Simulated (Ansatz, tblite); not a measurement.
# The cluster Bi3S3+: a ladder of methods and basis sets

One table from this session's results is given with a row withheld; the runs are named, their logs left out.

The runs use Ansatz 0.2.0, Gaussian basis; as each input shows.

Levels to be run: GFN1-xTB, GFN2-xTB, PBE-D4/def2-TZVP, r2SCAN-D4/def2-TZVP, PBE-QIDH/def2-TZVP, CAM-B3LYP-D4/def2-TZVP, BLYP-D4/def2-TZVP, PBE-D4/def2-SVP, PBE0-D4/def2-SVP, CCSD(T)/def2-SVP, MP2/def2-TZVP.

2 further runs of the same task are left out: 2 set aside as unsound or not needed.

### The structure

The singlet was relaxed beforehand with PBE-D4/def2-SVP. At that level it is the lowest of the isomers that a small search found.

6 atoms, charge 1, spin multiplicity 1.

Bond lengths: Bi1–S4 2.707 Å, Bi1–S6 2.540 Å, Bi2–S4 2.760 Å, Bi2–S5 2.570 Å, Bi2–S6 2.570 Å, Bi3–S4 2.707 Å, Bi3–S5 2.540 Å. Angles: S4–Bi1–S6 89.4°, S4–Bi2–S5 87.6°, S4–Bi2–S6 87.6°, S5–Bi2–S6 100.8°, S4–Bi3–S5 89.4°, Bi1–S4–Bi2 85.5°, Bi1–S4–Bi3 70.4°, Bi2–S4–Bi3 85.5°, Bi2–S5–Bi3 93.1°, Bi1–S6–Bi2 93.1°.

Geometry (Å):

```xyz
6
charge 1, multiplicity 1
Bi    0.26693   -1.67633   -1.35971
Bi    0.96766    1.54523    0.34030
Bi   -1.64996   -0.99708    1.00700
S     1.05074   -1.08754    1.16313
S    -1.53476    1.53916    0.92725
S     0.89939    0.67655   -2.07797
```

Bi takes a core potential in the def2 sets. No spin-orbit coupling is included. The ion is computed in the gas phase, without counter-ions or solvent.

PBE0-D4/def2-TZVP was run before; its log isn't repeated, and its numbers join the tables.

Set-up of the first run:

Tight binding, by tblite at 300 K electronic temperature and without a spin-polarisation term:

```python
tblite.interface.Calculator('GFN1-xTB', numbers, positions, charge=1, uhf=0).singlepoint()
```

Tight binding, by tblite at 300 K electronic temperature and without a spin-polarisation term:

```python
tblite.interface.Calculator('GFN2-xTB', numbers, positions, charge=1, uhf=0).singlepoint()
```

start.molden holds the orbitals of an earlier run on this state, given as this run's starting guess.

in.yaml reads:

```yaml
crystal:
  periodic: [false, false, false]
  atoms:
    - {symbol: Bi, position_ang: [0.266934, -1.676330, -1.359714]}
    - {symbol: Bi, position_ang: [0.967662, 1.545231, 0.340304]}
    - {symbol: Bi, position_ang: [-1.649957, -0.997076, 1.007004]}
    - {symbol: S, position_ang: [1.050738, -1.087538, 1.163129]}
    - {symbol: S, position_ang: [-1.534762, 1.539165, 0.927247]}
    - {symbol: S, position_ang: [0.899395, 0.676547, -2.077969]}
basis:
  gaussian: {orbitals: def2-TZVP, initial_orbitals: start.molden}
total_charge: 1
hamiltonian: {xc: pbe, dispersion: d4}
scf: {omitted_lower_state_checks: [starts]}
output: {forces: true, orbitals: {seedname: orbitals}}
```

The run is started by

```sh
ansatz run in.yaml --threads 4 --pin off --events-out ev --progress --plain --max-ram 4787MiB
```

Among the steps run: PBE-D4/def2-TZVP; r2SCAN-D4/def2-TZVP; PBE-QIDH/def2-TZVP; CAM-B3LYP-D4/def2-TZVP; BLYP-D4/def2-TZVP; PBE-D4/def2-SVP; PBE0-D4/def2-SVP; CCSD(T)/def2-SVP; MP2/def2-TZVP.

One of the session's tables, all rows but one given; the rest of the session is left out.

```
                 level  HOMO (eV)  LUMO (eV)  gap (eV)
       PBE-D4/def2-SVP      -9.48      -7.90      1.58
      PBE-D4/def2-TZVP          ?          ?         ?
     BLYP-D4/def2-TZVP      -9.25      -7.73      1.53
   r2SCAN-D4/def2-TZVP      -9.63      -7.77      1.86
      PBE0-D4/def2-SVP     -10.37      -7.28      3.08
     PBE0-D4/def2-TZVP     -10.27      -7.20      3.07
CAM-B3LYP-D4/def2-TZVP     -11.30      -6.29      5.01
```

Estimate the missing values for PBE-D4/def2-TZVP.

As computed: HOMO (eV): -9.42; LUMO (eV): -7.85; gap (eV): 1.58. In the column «HOMO (eV)» it lies between PBE-D4/def2-SVP (-9.48) and BLYP-D4/def2-TZVP (-9.25).
